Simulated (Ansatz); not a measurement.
**CH₅FSSn: how energies converge with the basis set**

One table from this session's results is given with a row withheld; the runs are named, their logs left out.

The runs use Ansatz 0.2.0, Gaussian basis; one geometry, several basis sets.

The runs, in order: PBE0-D4/def2-SVP; ωB97M-V/def2-SVP; PBE0-D4/def2-QZVPP; ωB97M-V/def2-QZVPP; the functionals' def2-TZVPP values are taken from earlier runs.

## The geometry

The geometry comes from an earlier relaxation with PBE0-D4 in a triple-zeta def2 set; it is a stationary point, not always the lowest conformer. Sn takes the def2 core potential; no spin-orbit term is included.

9 atoms, charge 0, spin multiplicity 1.

Atoms are counted from 1 here; the program's logs count them from 0.

Bond lengths: C1–Sn2 2.121 Å, C1–H5 1.090 Å, C1–H6 1.090 Å, C1–H7 1.090 Å, Sn2–F3 1.929 Å, Sn2–S4 2.387 Å, Sn2–H8 1.701 Å, S4–H9 1.344 Å. Angles: Sn2–C1–H5 110.0°, Sn2–C1–H6 108.7°, Sn2–C1–H7 109.3°, H5–C1–H6 109.6°, H5–C1–H7 109.8°, H6–C1–H7 109.3°, C1–Sn2–F3 103.6°, C1–Sn2–S4 112.6°, C1–Sn2–H8 119.6°, F3–Sn2–S4 107.0°, F3–Sn2–H8 104.8°, S4–Sn2–H8 108.1°, Sn2–S4–H9 93.3°.

The first run:

in.yaml

```yaml
crystal:
  periodic: [false, false, false]
  atoms:
    - {symbol: C, position_ang: [-0.089613, 0.676928, -1.164447]}
    - {symbol: Sn, position_ang: [0.418011, -0.751314, 0.319190]}
    - {symbol: F, position_ang: [2.071830, -0.078712, 1.050265]}
    - {symbol: S, position_ang: [-1.161399, -0.817602, 2.108375]}
    - {symbol: H, position_ang: [-1.046769, 0.420067, -1.617588]}
    - {symbol: H, position_ang: [-0.157764, 1.658334, -0.695945]}
    - {symbol: H, position_ang: [0.687431, 0.695145, -1.928355]}
    - {symbol: H, position_ang: [0.765152, -2.352879, -0.138380]}
    - {symbol: H, position_ang: [-1.398381, 0.503732, 2.049785]}
basis:
  gaussian: {orbitals: def2-SVP}
hamiltonian: {xc: pbe0, dispersion: d4}
output: {orbitals: {seedname: orbitals}}
```

Among the steps run: PBE0-D4 in def2-SVP; ωB97M-V in def2-SVP; PBE0-D4 in def2-QZVPP; ωB97M-V in def2-QZVPP.

One table of the session follows, with a row left open; its other results are not shown here.

It belongs to the step «Density functionals: the series». 

```
functional       basis  HOMO (eV)
   PBE0-D4    def2-SVP      -7.52
   PBE0-D4  def2-TZVPP      -7.68
   PBE0-D4  def2-QZVPP      -7.70
   ωB97M-V    def2-SVP          ?
   ωB97M-V  def2-TZVPP      -9.89
   ωB97M-V  def2-QZVPP      -9.93
```

Estimate the missing values for ωB97M-V, def2-SVP.

As computed: HOMO (eV): -9.70. In the column «HOMO (eV)» it lies between ωB97M-V, def2-TZVPP (-9.89) and PBE0-D4, def2-QZVPP (-7.70).
